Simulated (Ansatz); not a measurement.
# CH₅AlBNO: small, medium and large basis sets

One table from this session's results is given with a row withheld; the runs are named, their logs left out.

Computed with Ansatz 0.2.0, Gaussian basis. Level: one geometry, several basis sets.

Levels to be run: PBE0-D4/def2-SVP; ωB97M-V/def2-SVP; PBE0-D4/def2-QZVPP; ωB97M-V/def2-QZVPP; the functionals' def2-TZVPP values are taken from earlier runs.

**The geometry**

The geometry comes from an earlier relaxation with PBE0-D4 in a triple-zeta def2 set; it is a stationary point, not always the lowest conformer.

SMILES `B[N]1[AlH][CH]1O`, 10 atoms, charge 0, spin multiplicity 1.

Atoms are counted from 1 here; the program's logs count them from 0.

Bond lengths: B1–N2 1.392 Å, B1–H6 1.200 Å, B1–H7 1.206 Å, N2–Al3 1.766 Å, N2–C4 1.520 Å, Al3–C4 1.914 Å, Al3–H8 1.570 Å, C4–O5 1.393 Å, C4–H9 1.093 Å, O5–H10 0.965 Å. Angles: N2–B1–H6 119.9°, N2–B1–H7 119.8°, H6–B1–H7 120.3°, B1–N2–Al3 164.0°, B1–N2–C4 125.2°, Al3–N2–C4 70.8°, N2–Al3–C4 48.6°, N2–Al3–H8 144.7°, C4–Al3–H8 166.5°, N2–C4–Al3 60.6°, N2–C4–O5 114.7°, N2–C4–H9 111.1°, Al3–C4–O5 119.2°, Al3–C4–H9 125.9°, O5–C4–H9 112.4°, C4–O5–H10 108.5°.

The first run:

File in.yaml:

```yaml
crystal:
  periodic: [false, false, false]
  atoms:
    - {symbol: B, position_ang: [0.245453, 1.320551, 0.921842]}
    - {symbol: N, position_ang: [-0.091655, 0.017365, 0.566631]}
    - {symbol: Al, position_ang: [-0.491084, -1.702752, 0.600968]}
    - {symbol: C, position_ang: [-0.343008, -0.465977, -0.852466]}
    - {symbol: O, position_ang: [0.789750, -0.503120, -1.663138]}
    - {symbol: H, position_ang: [0.417287, 1.601401, 2.075931]}
    - {symbol: H, position_ang: [0.358800, 2.164601, 0.067369]}
    - {symbol: H, position_ang: [-0.645102, -2.964883, 1.522569]}
    - {symbol: H, position_ang: [-1.167941, 0.082603, -1.313998]}
    - {symbol: H, position_ang: [1.010500, 0.399211, -1.922808]}
basis:
  gaussian: {orbitals: def2-SVP}
hamiltonian: {xc: pbe0, dispersion: d4}
output: {orbitals: {seedname: orbitals}}
```

Run with:

```bash
ansatz run in.yaml --threads 2 --pin off --events-out ev --progress --plain --max-ram 4352MiB
```

Steps of the session up to this table: PBE0-D4 in def2-SVP; ωB97M-V in def2-SVP; PBE0-D4 in def2-QZVPP; ωB97M-V in def2-QZVPP.

One of the session's tables, all rows but one given; the rest of the session is left out.

It belongs to the step «Density functionals: the series». 

| functional | basis | HOMO (eV) | LUMO (eV) |
| --- | --- | --- | --- |
| PBE0-D4 | def2-SVP | -6.87 | -1.47 |
| PBE0-D4 | def2-TZVPP | ? | ? |
| PBE0-D4 | def2-QZVPP | -6.94 | -1.58 |
| ωB97M-V | def2-SVP | -9.05 | 0.26 |
| ωB97M-V | def2-TZVPP | -9.14 | 0.09 |
| ωB97M-V | def2-QZVPP | -9.16 | -0.07 |

**Question.** Estimate the row for PBE0-D4, def2-TZVPP.

The run gave: HOMO (eV): -6.93; LUMO (eV): -1.55. In the column «HOMO (eV)» it lies between PBE0-D4, def2-QZVPP (-6.94) and PBE0-D4, def2-SVP (-6.87).
